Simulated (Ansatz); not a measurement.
# CH5ClSSn: harmonic frequencies at the relaxed geometry

At which frequencies does CH5ClSSn vibrate? Aim: harmonic frequencies at the relaxed geometry, for CH5ClSSn, run from a script. SMILES: C[S][SnH2][Cl].

Computed with Ansatz 0.2.0 through its Python package. Level of theory: B3LYP+D3(BJ)/def2-SVP.

## Step 1: The system

Bond lengths: C1–S2 1.749 Å, S2–Sn3 2.424 Å, Sn3–Cl4 2.266 Å, C1–H5 1.140 Å, C1–H6 1.138 Å, C1–H7 1.145 Å, Sn3–H8 1.787 Å, Sn3–H9 1.789 Å. Angles: C1–S2–Sn3 92.7°, S2–C1–H5 112.8°, S2–C1–H6 113.7°, S2–C1–H7 110.9°, H5–C1–H6 107.9°, H5–C1–H7 106.2°, H6–C1–H7 104.8°, S2–Sn3–Cl4 109.5°, S2–Sn3–H8 107.0°, S2–Sn3–H9 109.1°, Cl4–Sn3–H8 110.3°, Cl4–Sn3–H9 112.6°, H8–Sn3–H9 108.1°.

The script holds or builds the structure itself.

## Step 2: Script

File freq_ch5clssn.py:

```python
"""Harmonic frequencies of CH5ClSSn at its relaxed geometry."""

import logging
import sys
import warnings

import ansatz as az
from ase import Atoms
import numpy as np

logging.basicConfig(stream=sys.stdout, format="%(name)s: %(message)s")
log = logging.getLogger("ansatz_job")
log.setLevel(logging.INFO)


def main() -> None:
    warnings.simplefilter("ignore", az.DeckWarning)

    atoms = Atoms(["C", "S", "Sn", "Cl", "H", "H", "H", "H", "H"], positions=[
        (0.0319, 1.2988, -0.8363),
        (1.4094, 0.246, -0.6058),
        (0.1647, -1.2559, 0.8332),
        (-1.4991, -2.2347, -0.3545),
        (-0.8453, 0.7752, -1.3414),
        (-0.3502, 1.7702, 0.1262),
        (0.3041, 2.1852, -1.5072),
        (1.3161, -2.4892, 1.4224),
        (-0.4432, -0.3419, 2.2463),
    ])
    ch5clssn = az.Crystal.molecule_from_ase(atoms)

    model = (
        ch5clssn.calculation()
        .basis(gaussian="def2-SVP")
        .functional("b3lyp", dispersion="d3bj")
    )
    symbols = [site.symbol for site in ch5clssn.cartesian_sites]
    start = np.array([site.position_ang for site in ch5clssn.cartesian_sites], dtype=float)
    r = model.relax(force_tolerance=0.003).run().report
    end = np.array(r["positions_ang"])

    log.info("final positions (A) and the move of each atom")
    for symbol, xyz, old in zip(symbols, end, start):
        log.info(f"{symbol:2s} {xyz[0]:10.5f} {xyz[1]:10.5f} {xyz[2]:10.5f}   {np.linalg.norm(xyz - old):7.4f}")

    # frequencies need a stationary point, so they are taken at the relaxed geometry
    minimum = az.Crystal.molecule()
    for symbol, place in zip(symbols, end):
        minimum = minimum.atom(symbol, place.tolist())
    vibrating = (
        minimum.calculation()
        .basis(gaussian="def2-SVP")
        .functional("b3lyp", dispersion="d3bj")
        .phonons(temperatures=(100, 500, 100))
    )
    vib = vibrating.run().report["vibrations"]
    sums = vib["harmonic_sums"]
    modes = [m["omega_inv_cm"] for m in sums["modes_at_gamma"] if m["rigid_motion"] == "no"]
    print("frequencies (1/cm):", " ".join(f"{w:.0f}" for w in modes))
    print("imaginary modes:", sum(w < 0 for w in modes), " zero-point energy:", round(sums["zero_point_energy_ev"], 4), "eV")
    log.info("T (K)   F_vib (eV)   S_vib (meV/K)   C_vib (meV/K)")
    for row in zip(sums["temperatures_k"], sums["vibrational_free_energy_ev"], vib["entropy_ev_per_k"], vib["heat_capacity_ev_per_k"]):
        log.info(f"{row[0]:6.1f} {row[1]:11.4f} {1000 * row[2]:13.4f} {1000 * row[3]:15.4f}")


if __name__ == "__main__":
    main()
```

## Step 3: The input behind the calls

The engine receives this input (first run):

```yaml
crystal:
  periodic: [false, false, false]
  atoms:
    - { symbol: C, position_ang: [0.0319, 1.2988, -0.8363] }
    - { symbol: S, position_ang: [1.4094, 0.246, -0.6058] }
    - { symbol: Sn, position_ang: [0.1647, -1.2559, 0.8332] }
    - { symbol: Cl, position_ang: [-1.4991, -2.2347, -0.3545] }
    - { symbol: H, position_ang: [-0.8453, 0.7752, -1.3414] }
    - { symbol: H, position_ang: [-0.3502, 1.7702, 0.1262] }
    - { symbol: H, position_ang: [0.3041, 2.1852, -1.5072] }
    - { symbol: H, position_ang: [1.3161, -2.4892, 1.4224] }
    - { symbol: H, position_ang: [-0.4432, -0.3419, 2.2463] }
basis:
  gaussian:
    orbitals: def2-SVP
hamiltonian:
  xc: b3lyp
  dispersion: d3bj
relax:
  f_tol: 0.003
```

## Step 4: The run

Started as:

```sh
$ python freq_ch5clssn.py
```

Without the output at hand: what should come out? Wanted: moves of the relaxation of run 1; energy gained in run 1; last largest force component of run 1; highest frequency; imaginary modes; zero-point energy.

As calculated:

```
                             quantity        value
                        runs compared            2
     moves of the relaxation of run 1           13
               energy gained in run 1     0.407 eV
last largest force component of run 1  0.0009 eV/Å
                    highest frequency    3158 cm⁻¹
                      imaginary modes            0
                    zero-point energy     1.456 eV
```

**Reading.** Run 1: After 13 moves the largest shift is 0.237 Å. All frequencies are real, so the geometry is a minimum. The values are harmonic; measured fundamentals also hold anharmonic shifts, mostly downward for stretches. What to keep in mind:
- The frequencies are harmonic and unscaled, in a modest basis.
- def2 sets replace the cores of elements past krypton by effective core potentials.
- b3lyp holds the VWN-RPA fit, as in Gaussian; the form of ORCA and Turbomole is b3lyp5.
